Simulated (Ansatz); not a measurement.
# H5NOSi: the cost of one run

Program: Ansatz 0.2.0, Gaussian basis. Level of theory: PBE0-D4/def2-TZVP structures, single points in def2-TZVPP, no counterpoise correction. These are calculated values, not measurements.

Levels: SPW92, PBE-D4, BLYP-D4, r2SCAN-D4, B97M-V, PBE0-D4, B3LYP-D4, r2SCAN0-D4, BHLYP-D4, CAM-B3LYP-D4, wB97X-V, wB97M-V, B2PLYP, PBE-QIDH, RPA on PBE, Hartree-Fock, MP2, CCSD, CCSD(T).

Cores are frozen in the correlated methods. Filled d shells of the heavier atoms are correlated. B3LYP uses VWN-RPA correlation. B2PLYP carries no dispersion term here.

94 further runs of the same task are left out: 94 set aside as unsound or not needed. Runs told in other sessions of the task aren't counted.

## Step 1: Starting geometry

The complex: 12 atoms, charge 0, spin multiplicity 1.

Atoms are counted from 1 here; the program's logs count them from 0.

Bond lengths: Si1–O2 1.651 Å, Si1–H3 1.482 Å, Si1–H4 1.488 Å, Si1–N5 1.705 Å, O2–H8 0.959 Å, N5–H9 1.007 Å, N5–H10 1.005 Å, H6–As7 1.517 Å, As7–H11 1.523 Å, As7–H12 1.518 Å. Angles: O2–Si1–H3 102.1°, O2–Si1–H4 112.0°, O2–Si1–N5 112.6°, H3–Si1–H4 111.0°, H3–Si1–N5 114.6°, H4–Si1–N5 104.8°, Si1–O2–H8 115.7°, Si1–N5–H9 122.4°, Si1–N5–H10 121.8°, H9–N5–H10 113.1°, H6–As7–H11 93.0°, H6–As7–H12 92.9°, H11–As7–H12 92.7°.

Coordinates:

```mol
AsH8NOSi
  3D, bonds by distance, orders not assigned

 12 10  0  0  0  0  0  0  0  0999 V2000
   -0.9587    1.1766    0.3676 Si  0  0
   -1.1518   -0.3078    1.0648 O   0  0
    0.2413    1.6944    1.0672 H   0  0
   -2.1348    2.0580    0.6010 H   0  0
   -0.8088    1.0890   -1.3282 N   0  0
    1.9975   -1.0964    1.3917 H   0  0
    1.8128   -1.3669   -0.0892 As  0  0
   -1.8360   -0.8612    0.6834 H   0  0
    0.0010    0.6959   -1.7786 H   0  0
   -1.3577    1.6682   -1.9389 H   0  0
    3.1459   -2.0946   -0.2033 H   0  0
    1.0493   -2.6550    0.1623 H   0  0
  1  2  8  0
  1  3  8  0
  1  4  8  0
  1  5  8  0
  2  8  8  0
  5  9  8  0
  5 10  8  0
  6  7  8  0
  7 11  8  0
  7 12  8  0
M  END
```

Its parts: H₅NOSi holds atoms 1, 2, 3, 4, 5, 8, 9, 10; AsH₃ holds atoms 6, 7, 11, 12. Each part counts its atoms afresh in its own runs.

## Step 2: Relaxing H₅NOSi alone

relax-a/in.yaml

```yaml
crystal:
  periodic: [false, false, false]
  atoms:
    - {symbol: Si, position_ang: [-0.958701, 1.176575, 0.367611]}
    - {symbol: O, position_ang: [-1.151759, -0.307830, 1.064797]}
    - {symbol: H, position_ang: [0.241292, 1.694394, 1.067226]}
    - {symbol: H, position_ang: [-2.134754, 2.058011, 0.600968]}
    - {symbol: N, position_ang: [-0.808839, 1.088973, -1.328227]}
    - {symbol: H, position_ang: [-1.836045, -0.861221, 0.683361]}
    - {symbol: H, position_ang: [0.000982, 0.695867, -1.778583]}
    - {symbol: H, position_ang: [-1.357676, 1.668157, -1.938854]}
basis:
  gaussian: {orbitals: def2-TZVP}
hamiltonian: {xc: pbe0, dispersion: d4}
relax: {f_tol: 0.005, max_steps: 200}
```

On the command line:

```sh
ansatz run in.yaml --threads 8 --pin off --events-out ev --progress --plain --max-ram 19148MiB
```

**Question.** How long does this run take on 8 threads of Arm Neoverse V2, shared host?

About 11 s.
